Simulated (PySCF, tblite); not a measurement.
**CHBF₄O₂: geometry, NMR shifts and spin-spin couplings**

Aim: predict the NMR shifts and spin-spin couplings of CHBF₄O₂ (`OB(F)OC(F)(F)F`).

The runs use tblite 0.8.0 and PySCF 2.14.0, with density-fitted response routines of our own; the level of theory stands in each step. All values are computed, except where a source is named. Atoms are numbered from 0 throughout.

**1. The starting structure**

9 atoms, charge 0, multiplicity 1; geometry from: force field or distance geometry start.

Bonds of the start (Å): O0–B1 1.46, B1–F2 1.44, B1–O3 1.48, O3–C4 1.43, C4–F5 1.38, C4–F6 1.38, C4–F7 1.39, O0–H8 0.99.

**2. Geometry optimisation with GFN2-xTB, one coordinate held**

The job: settings as JSON, then the geometry in Å.

```
{"job": {"kind": "relax", "xc": "GFN2-xTB", "basis": "xTB"}, "charge": 0, "multiplicity": 1}
O     -1.202700    -1.098600    -1.644700
B     -0.982200    -0.079300    -0.626400
F     -2.001500     0.207900     0.352600
O      0.267200     0.714500    -0.635500
C      1.235400     0.095300     0.207500
F      1.148800     0.566400     1.501100
F      1.109800    -1.281700     0.183900
F      2.494800     0.419600    -0.285600
H     -0.874100    -1.942900    -1.244900
```

Launch:

```sh
OMP_NUM_THREADS=1 python probes_run.py task.json out
```

The driver reads the jobs from task.json and runs them one after another.

**Question.** This job is followed by: GIAO PBE0/pcSseg-1 NMR shielding, non-relativistic, gas phase; B3LYP/pcJ-1 indirect spin-spin coupling, non-relativistic, gas phase. Predict these results of the whole session: 13C shifts against TMS (PBE0/pcSseg-1); 1H shifts against TMS (PBE0/pcSseg-1); 17O shifts against H2O (PBE0/pcSseg-1); 11B shifts against BF3·OEt2 (PBE0/pcSseg-1); 19F shifts against CFCl3 (PBE0/pcSseg-1); largest coupling of the table (B3LYP/pcJ-1).

The runs gave:

```
                                   quantity                            value
     13C shifts against TMS (PBE0/pcSseg-1)                        128.4 ppm
      1H shifts against TMS (PBE0/pcSseg-1)                         5.04 ppm
     17O shifts against H2O (PBE0/pcSseg-1)                  152.4, 92.8 ppm
11B shifts against BF3·OEt2 (PBE0/pcSseg-1)                         12.0 ppm
   19F shifts against CFCl3 (PBE0/pcSseg-1)  -60.3, -68.5, -71.9, -126.3 ppm
largest coupling of the table (B3LYP/pcJ-1)         1J(C,F) C4–F5, -331.7 Hz
```

What this shows: The optimisation took 64 steps and gained 1.918 eV; among the close pairs (by a distance rule), O0–B1 changed most, from 1.458 to 1.317 Å. Shifts at one fixed geometry are not the observed spectrum, which averages over the motion. The geometry holds a dihedral fixed, so it need not be a minimum. In the run at B3LYP/pcJ-1, the largest coupling of the table is C4–F5, -331.7 Hz, of which the Fermi-contact term gives -301.4 Hz. Density functionals describe couplings to fluorine poorly, F–F couplings above all, so those rows are rough.
